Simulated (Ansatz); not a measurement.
# ClH3O2Sn: the cost of one run

Program: Ansatz 0.2.0, driven from Python. Level of theory: r2SCAN+D4/def2-SVP. These are calculated values, not measurements.

**1. Starting point**

Bond lengths: O1–Sn2 1.937 Å, Sn2–O3 1.954 Å, Sn2–Cl4 2.293 Å, O1–H5 1.043 Å, Sn2–H6 1.755 Å, O3–H7 0.978 Å. Angles: O1–Sn2–O3 107.8°, O1–Sn2–Cl4 110.6°, O1–Sn2–H6 109.6°, O3–Sn2–Cl4 107.9°, O3–Sn2–H6 110.1°, Cl4–Sn2–H6 110.8°, Sn2–O1–H5 105.1°, Sn2–O3–H7 108.3°.

No structure file is read: the coordinates are typed or built in the script.

**2. The script**

File clh3o2sn.py:

```python
"""Energy of ClH3O2Sn against one bond angle."""

from dataclasses import dataclass

import ansatz
from ase import Atoms


@dataclass
class Options:
    basis: str = "def2-SVP"
    xc: str = "r2scan"
    dispersion: str = "d4"
    force_tol: float = 0.02


settings = Options()

atoms = Atoms(["O", "Sn", "O", "Cl", "H", "H", "H"], positions=[
    [-0.1853, 1.4544, -0.8268],
    [-0.087, -0.0741, 0.3584],
    [1.6858, -0.8714, 0.1589],
    [-1.6406, -1.6534, -0.2328],
    [-1.1691, 1.7937, -0.752],
    [-0.3302, 0.4497, 2.0158],
    [1.7877, -1.167, -0.7673],
])

# start the scan from a relaxed geometry
first = (
    ansatz.Crystal.molecule_from_ase(atoms).calculation()
    .basis(gaussian=settings.basis)
    .functional(settings.xc, dispersion=settings.dispersion)
    .relax(force_tolerance=settings.force_tol, max_steps=80)
)
atoms.positions = first.run(threads=1).report["positions_ang"]

rows = []
for angle in [90, 100, 110, 120, 135, 150, 165, 179]:
    bent = atoms.copy()
    bent.set_angle(1, 0, 4, angle, indices=[4])
    job = (
        ansatz.Crystal.molecule_from_ase(bent).calculation()
        .basis(gaussian=settings.basis)
        .functional(settings.xc, dispersion=settings.dispersion)
    )
    rows.append((angle, job.run(threads=1).report["free_energy_ev"]))
floor = min(e for _, e in rows)
for angle, e in rows:
    print(f"angle Sn1-O0-H4 = {angle:3d} deg   {1000 * (e - floor):9.1f} meV")
```

**3. What the engine is handed**

The engine receives this input (first run):

```yaml
crystal:
  periodic: [false, false, false]
  atoms:
    - { symbol: O, position_ang: [-0.1853, 1.4544, -0.8268] }
    - { symbol: Sn, position_ang: [-0.087, -0.0741, 0.3584] }
    - { symbol: O, position_ang: [1.6858, -0.8714, 0.1589] }
    - { symbol: Cl, position_ang: [-1.6406, -1.6534, -0.2328] }
    - { symbol: H, position_ang: [-1.1691, 1.7937, -0.752] }
    - { symbol: H, position_ang: [-0.3302, 0.4497, 2.0158] }
    - { symbol: H, position_ang: [1.7877, -1.167, -0.7673] }
basis:
  gaussian:
    orbitals: def2-SVP
hamiltonian:
  xc: r2scan
  dispersion: d4
relax:
  f_tol: 0.02
  max_steps: 80
```

**4. Running it**

Run with:

```sh
> python clh3o2sn.py
```

What time and memory should one allow on 1 thread of Arm Neoverse V1, shared host?

About 2.3 min, with a peak of 0.22 GiB.
